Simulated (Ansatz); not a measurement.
**C2H5BCl2O: how energies converge with the basis set**

One table from this session's results is given with a row withheld; the runs are named, their logs left out.

Program: Ansatz 0.2.0, Gaussian basis. Level of theory: one geometry, several basis sets. These are calculated values, not measurements.

Plan: PBE0-D4/def2-SVP; ωB97M-V/def2-SVP; PBE0-D4/def2-QZVPP; ωB97M-V/def2-QZVPP; the functionals' def2-TZVPP values are taken from earlier runs.

## The relaxed structure

The geometry comes from an earlier relaxation with PBE0-D4 in a triple-zeta def2 set; it is a stationary point, not always the lowest conformer.

11 atoms, charge 0, spin multiplicity 1.

Atoms are counted from 1 here; the program's logs count them from 0.

Bond lengths: C1–B2 1.582 Å, C1–H7 1.094 Å, C1–H8 1.095 Å, C1–H9 1.093 Å, B2–C3 1.582 Å, B2–Cl5 1.951 Å, B2–H10 1.202 Å, C3–O4 1.288 Å, C3–Cl6 1.713 Å, O4–H11 0.971 Å. Angles: B2–C1–H7 113.6°, B2–C1–H8 110.8°, B2–C1–H9 109.9°, H7–C1–H8 107.9°, H7–C1–H9 107.5°, H8–C1–H9 106.9°, C1–B2–C3 118.2°, C1–B2–Cl5 112.8°, C1–B2–H10 119.0°, C3–B2–Cl5 84.1°, C3–B2–H10 109.1°, Cl5–B2–H10 108.1°, B2–C3–O4 122.5°, B2–C3–Cl6 123.2°, O4–C3–Cl6 114.3°, C3–O4–H11 112.3°.

Set-up of the first run:

Input file in.yaml:

```yaml
crystal:
  periodic: [false, false, false]
  atoms:
    - {symbol: C, position_ang: [0.371770, -1.268826, -0.941898]}
    - {symbol: B, position_ang: [0.003896, -0.533321, 0.409552]}
    - {symbol: C, position_ang: [-0.392656, 0.996838, 0.342944]}
    - {symbol: O, position_ang: [-1.144024, 1.555530, 1.227216]}
    - {symbol: Cl, position_ang: [1.574112, 0.121952, 1.364292]}
    - {symbol: Cl, position_ang: [0.150137, 2.052844, -0.891405]}
    - {symbol: H, position_ang: [1.037005, -0.689285, -1.587973]}
    - {symbol: H, position_ang: [-0.531409, -1.506746, -1.514409]}
    - {symbol: H, position_ang: [0.869207, -2.217713, -0.725819]}
    - {symbol: H, position_ang: [-0.708531, -1.090009, 1.201711]}
    - {symbol: H, position_ang: [-1.164207, 2.521836, 1.136389]}
basis:
  gaussian: {orbitals: def2-SVP}
hamiltonian: {xc: pbe0, dispersion: d4}
output: {orbitals: {seedname: orbitals}}
```

Started as:

```
ansatz run in.yaml --threads 4 --pin off --events-out ev --progress --plain --max-ram 10444MiB
```

Steps of the session up to this table: PBE0-D4 in def2-SVP; ωB97M-V in def2-SVP; PBE0-D4 in def2-QZVPP; ωB97M-V in def2-QZVPP.

One of the session's tables, all rows but one given; the rest of the session is left out.

It belongs to the step «Density functionals: the series». 

| functional | basis | HOMO (eV) | LUMO (eV) |
| --- | --- | --- | --- |
| PBE0-D4 | def2-SVP | -7.61 | -2.43 |
| PBE0-D4 | def2-TZVPP | ? | ? |
| PBE0-D4 | def2-QZVPP | -7.86 | -2.65 |
| ωB97M-V | def2-SVP | -9.80 | -0.18 |
| ωB97M-V | def2-TZVPP | -10.05 | -0.42 |
| ωB97M-V | def2-QZVPP | -10.10 | -0.50 |

Q: Estimate the row for PBE0-D4, def2-TZVPP from the others.

**Answer.** HOMO (eV): -7.82; LUMO (eV): -2.60. In the column «HOMO (eV)» it lies between PBE0-D4, def2-QZVPP (-7.86) and PBE0-D4, def2-SVP (-7.61).
